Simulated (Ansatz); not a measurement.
# CHClSi2 (SMILES Cl[Si]1=[Si]=C1): one structure at several levels

Aim: energy, forces and dipole at a structure displaced at random from a GFN2-xTB minimum, from CCSD(T) and from density functionals.

Method: single points in def2-TZVPP; program: Ansatz 0.2.0, Gaussian basis.

Cores are frozen in the correlated methods.

### 1 Where the work starts

5 atoms, charge 0, spin multiplicity 1.

Atoms are counted from 1 here; the program's logs count them from 0.

Bond lengths: Cl1–Si2 2.066 Å, Si2–Si3 2.376 Å, Si2–C4 1.845 Å, Si3–C4 1.824 Å, C4–H5 1.054 Å. Angles: Cl1–Si2–Si3 166.2°, Cl1–Si2–C4 117.0°, Si3–Si2–C4 49.3°, Si2–Si3–C4 50.0°, Si2–C4–Si3 80.7°, Si2–C4–H5 140.0°, Si3–C4–H5 139.3°.

Geometry (Å):

```
atom    x (Å)    y (Å)    z (Å)
 Cl1  -1.9686  -1.4941   0.7988
 Si2  -0.9897  -0.0594  -0.3201
 Si3   0.5764   1.4515  -1.2728
  C4   0.7968   0.2156   0.0506
  H5   1.5515  -0.1388   0.6946
```

### 2 CCSD(T)/def2-TZVPP

run/in.yaml reads:

```yaml
crystal:
  periodic: [false, false, false]
  atoms:
    - {symbol: Cl, position_ang: [-1.968600, -1.494100, 0.798800]}
    - {symbol: Si, position_ang: [-0.989700, -0.059400, -0.320100]}
    - {symbol: Si, position_ang: [0.576400, 1.451500, -1.272800]}
    - {symbol: C, position_ang: [0.796800, 0.215600, 0.050600]}
    - {symbol: H, position_ang: [1.551500, -0.138800, 0.694600]}
basis:
  gaussian: {orbitals: def2-TZVPP}
correlation: {method: ccsd_t}
output: {forces: true}
```

The command line of these runs was not kept.

### 3 PBE0-D4/def2-TZVPP

run/in.yaml: that of step 2 with these lines changed.

```diff
@@ -10,3 +10,3 @@
   gaussian: {orbitals: def2-TZVPP}
-correlation: {method: ccsd_t}
-output: {forces: true}
+hamiltonian: {xc: pbe0, dispersion: d4}
+output: {forces: true, orbitals: {seedname: orbitals}}
```

### 4 wB97M-V/def2-TZVPP

run/in.yaml: that of step 3 with these lines changed.

```diff
@@ -10,3 +10,3 @@
   gaussian: {orbitals: def2-TZVPP}
-hamiltonian: {xc: pbe0, dispersion: d4}
-output: {forces: true, orbitals: {seedname: orbitals}}
+hamiltonian: {xc: {name: wB97M-V}}
+output: {forces: true}
```

### 5 r2SCAN-D4/def2-TZVPP

run/in.yaml: that of step 4 with these lines changed.

```diff
@@ -10,3 +10,3 @@
   gaussian: {orbitals: def2-TZVPP}
-hamiltonian: {xc: {name: wB97M-V}}
+hamiltonian: {xc: r2scan, dispersion: d4}
 output: {forces: true}
```

### 6 PBE-D4/def2-TZVPP

run/in.yaml: that of step 5 with these lines changed.

```diff
@@ -10,3 +10,3 @@
   gaussian: {orbitals: def2-TZVPP}
-hamiltonian: {xc: r2scan, dispersion: d4}
+hamiltonian: {xc: pbe, dispersion: d4}
 output: {forces: true}
```

### 7 LC-wPBE/def2-TZVPP

run/in.yaml: that of step 6 with these lines changed.

```diff
@@ -10,3 +10,3 @@
   gaussian: {orbitals: def2-TZVPP}
-hamiltonian: {xc: pbe, dispersion: d4}
+hamiltonian: {xc: {name: LC-wPBE}}
 output: {forces: true}
```

### 8 r2SCANh-D4/def2-TZVPP

run/in.yaml: that of step 7 with these lines changed.

```diff
@@ -10,3 +10,3 @@
   gaussian: {orbitals: def2-TZVPP}
-hamiltonian: {xc: {name: LC-wPBE}}
+hamiltonian: {xc: {name: r2SCANh}, dispersion: d4}
 output: {forces: true}
```

(Steps that only read results are left out.)

Before running it: what results should come out? Wanted: energy less free atoms, CCSD(T)/def2-TZVPP; RMS force component; RMS force error; HOMO and LUMO, PBE0-D4; T1 diagnostic.

As calculated:

```
                                  quantity                                                                                              value
energy less free atoms, CCSD(T)/def2-TZVPP                                                                                     -1624.1 kJ/mol
                       RMS force component                                                               0.920 to 1.267 eV/Å over the methods
                           RMS force error  PBE0-D4 0.175, wB97M-V 0.223, r2SCAN-D4 0.138, PBE-D4 0.125, LC-wPBE 0.429, r2SCANh-D4 0.176 eV/Å
                    HOMO and LUMO, PBE0-D4                                                                                 -6.40 and -2.64 eV
                             T1 diagnostic                                                                                              0.016
```

What this shows: Against CCSD(T) the functionals' energies less atoms differ by -135.7 to -19.7 kJ/mol, PBE-D4 by -135.7 kJ/mol. CCSD(T) in triple zeta still lacks some correlation energy of the bonds, so part of these gaps is its own basis error and they don't rank the functionals. For forces PBE-D4 does best and LC-wPBE worst. Frozen-core CCSD(T) forces in triple zeta carry basis errors of their own, and this is one geometry, so small gaps rank nothing.
